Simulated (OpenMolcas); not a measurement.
**Pd²⁺ among point charges: CASSCF levels and susceptibility**

Aim: the splitting of the states of Pd²⁺ in the field of 6 point charges, its lowest levels with spin-orbit coupling and its magnetic susceptibility.

Program: OpenMolcas 26.06. Level of theory: state-averaged CASSCF, spin-orbit coupling by RASSI with atomic mean-field integrals. These are calculated values, not measurements, unless marked.

1 further run of the same task is left out (it didn't finish).

## 1. Starting point

| Item | Value |
| --- | --- |
| Species | Pd²⁺ (palladium, Z = 46, 44 electrons) |
| Basis | ANO-RCC-VDZP [6s5p3d1f], 43 functions |
| Scalar Hamiltonian | DKH2, point nucleus |
| Inactive shells | 1s 2s 2p 3s 3p 3d 4s 4p |
| Active space | 8 electrons in 5 orbitals (4d) |
| Some configurations of this space | 4d⁸ |
| Orbitals | optimised for each spin and parity, averaged over all roots |

The outer shells:

4d8
```
4d [↑↓][↑↓][↑↓][↑ ][↑ ]
```

The ion sits among 6 point charges of -1.7 e arranged as a tetragonal octahedron (D4h), 1.88 Å from the ion, with the axial distance 1.805 Å. The active orbitals were held to one l.

The work runs as a chain of OpenMolcas steps in one folder; each step below is one input file. Labels, J, g values, rates, χT and fits are worked out afterwards by a script from the matrices that RASSI stores. The input lists half of the charges; inversion (Group=XYZ) makes the rest.

## 2. GATEWAY and SEWARD: basis and integrals

The input, a.inp:

```
&GATEWAY
Coord
1

Pd 0.0 0.0 0.0
Basis=ANO-RCC-VDZP
Group=XYZ
NoMove
AngMom=0.0 0.0 0.0
AMFI
XField
3 Angstrom 0
1.880000 0.000000 0.000000 -1.700000
0.000000 1.880000 0.000000 -1.700000
0.000000 0.000000 1.804800 -1.700000
&SEWARD
```

## 3. CASSCF: triplets of even parity, 10 roots

The input, a.inp:

```
&RASSCF
FileOrb=start.orb
Symmetry=1
Spin=3
nActEl=8 0 0
Inactive=9 9
Ras2=5 0
CIRoot=10 10 1
SDav=10
CIMx=300
Iter=120 100
PrWF=0.3
OrbListing=Nothing
MaxOrb=0
SupSym
1
15 4 5 6 7 8 10 11 12 13 14 17 18 19 20 21
0
>>> COPY $Project.JobIph JOB001
```

start.orb holds the contracted functions of the basis, ordered by shell, or the orbitals of the step before.

## 4. Reference wave functions, singlets of even parity, 15 roots

The input, a.inp:

```
&RASSCF
FileOrb=start.orb
Symmetry=1
Spin=1
nActEl=8 0 0
Inactive=9 9
Ras2=5 0
CIRoot=15 15 1
SDav=15
CIMx=300
Iter=120 100
PrWF=0.3
OrbListing=Nothing
MaxOrb=0
SupSym
1
15 4 5 6 7 8 10 11 12 13 14 17 18 19 20 21
0
>>> COPY $Project.JobIph JOB002
```

## 5. State interaction with spin-orbit coupling

The input, a.inp:

```
&RASSI
NrOfJobIphs=2 10 15
1 2 3 4 5 6 7 8 9 10
1 2 3 4 5 6 7 8 9 10 11 12 13 14 15
IphNames
JOB001
JOB002
EJob
SpinOrbit
DIPRint=1.0
SOCoupling=1000.0
Subsets=2
Property=9
'ANGMOM' 1 'ANGMOM' 2 'ANGMOM' 3 'MLTPL  1' 1 'MLTPL  1' 2 'MLTPL  1' 3
'AMFI' 1 'AMFI' 2 'AMFI' 3
SOProperty=3
'ANGMOM' 1 'ANGMOM' 2 'ANGMOM' 3
```

What does the calculation give? Wanted: spin-free ground state; first state of the same spin within the active space; lowest level; next level.

**Answer**, as computed:

```
                                            quantity                            value
                                              method                           CASSCF
                              spin-free ground state  3B1, 1-fold in its orbital part
first state of the same spin within the active space                3B2 at 11300 cm⁻¹
                                        lowest level   2-fold E, g = 0.00, 0.00, 4.95
                                          next level                         3.9 cm⁻¹
                                         χT at 300 K                   1.57 cm³ K/mol
                           effective moment at 300 K                          3.54 μB
```

The spin-free ground state (3B1) comes to 100 % from free-ion F terms and keeps the highest spin of the shell. χT at 300 K is 1.57, against 1.00 cm³ K/mol for the spin alone, so orbital moment adds to it. The field of point charges can differ much from that of real complexes. Point charges carry no covalency, so the field is a model and not that of real ligands.
